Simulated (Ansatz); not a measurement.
**LaPb3 (Pm-3m): test of the smearing width in Python**

Wanted for LaPb3 (Pm-3m): a test of the smearing width.

All numbers are computed with Ansatz 0.2.0, driven from Python. Level of theory: DFT PBEsol, plane waves, norm-conserving potentials.

## Step 1: The structure

Symmetry: Pm-3m, No. 221, cubic system. The conventional cell has a = 4.893 Å, b = 4.893 Å, c = 4.893 Å, α = 90.00°, β = 90.00°, γ = 90.00°. La (site symmetry m-3m) is surrounded by 12 Pb at 3.46 Å. Around Pb (site symmetry 4/mmm) lie 4 La at 3.46 Å and 8 Pb at 3.46 Å.

No structure file is read: the coordinates are typed or built in the script.

## Step 2: The script

lapb3.py reads:

```python
"""How the energy of LaPb3 depends on the smearing."""

import warnings

import ansatz as az
from pymatgen.core import Lattice, Structure
from pymatgen.io.ase import AseAtomsAdaptor
from tabulate import tabulate

warnings.simplefilter("ignore", az.DeckWarning)

pmg_structure = Structure(
    Lattice([[4.893, 0.0, 0.0], [0.0, 4.893, 0.0], [0.0, 0.0, 4.893]]),
    ["La", "Pb", "Pb", "Pb"],
    [
        [0.0, 0.0, 0.0],
        [0.0, 0.5, 0.5],
        [0.5, 0.0, 0.5],
        [0.5, 0.5, 0.0],
    ],
)
structure = az.Crystal.from_ase(AseAtomsAdaptor.get_atoms(pmg_structure))

base = (
    structure.calculation()
    .functional("pbesol")
    .pseudopotentials("nc")
    .kpoints(mesh=(4, 4, 4))
    .scf(extra_bands=16)
)

rows = []
for value in [0.3, 0.2, 0.1, 0.05]:
    summary = base.occupations("cold", width=value).run().report
    rows.append((value, summary["free_energy_ev"] / len(summary["lattice"]["sites"]), summary["n_iterations"], summary["n_kpoints"]))

print(tabulate(rows, headers=["width (eV)", "F/atom (eV)", "iterations", "k-points"], floatfmt=".4f", tablefmt="github"))

# the last row is the reference
for row in rows[:-1]:
    shift = 1000 * (row[1] - rows[-1][1])
    print(f"{row[0]}: {shift:+.2f} meV/atom" + ("  (within 2 meV)" if abs(shift) < 2 else ""))
```

## Step 3: The input behind the calls

The engine receives this input (first run):

```yaml
crystal:
  lattice:
    - [4.893, 0.0, 0.0]
    - [0.0, 4.893, 0.0]
    - [0.0, 0.0, 4.893]
  atoms:
    - { symbol: La, position: [0.0, 0.0, 0.0] }
    - { symbol: Pb, position: [0.0, 0.5, 0.5] }
    - { symbol: Pb, position: [0.5, 0.0, 0.5] }
    - { symbol: Pb, position: [0.5, 0.5, 0.0] }
kpoints:
  mp_grid:
    grid: [4, 4, 4]
hamiltonian:
  xc: pbesol
  pseudopotentials:
    kind: nc
scf:
  n_extra_bands: 16
  occupations:
    method: cold
    width: 0.3
```

## Step 4: Running it

On the command line:

```
python lapb3.py
```

**Question.** How much does the free energy per atom change between the narrowest and the widest smearing, and why?

As calculated:

| quantity | value |
| --- | --- |
| runs compared | 4 |
| last run but one, from the last | -1.54 meV/atom |
| within 5 meV/atom of the last run from | 0.2 |

What this shows: Going from 0.05 to 0.3 eV changes F by -8.2 meV an atom. This scheme is built to cancel the term in the square of the width, but that needs a smooth density of states and a fine mesh, and here a sizeable shift remains. For a metal this k-point mesh is coarse: on a finer one energies can move by several to tens of meV an atom and pressures by half a GPa or more, differences at one mesh by less. The narrowest width needs the finest mesh, so the last row is no converged reference. Spin-orbit coupling, which matters for elements this heavy, is left out.
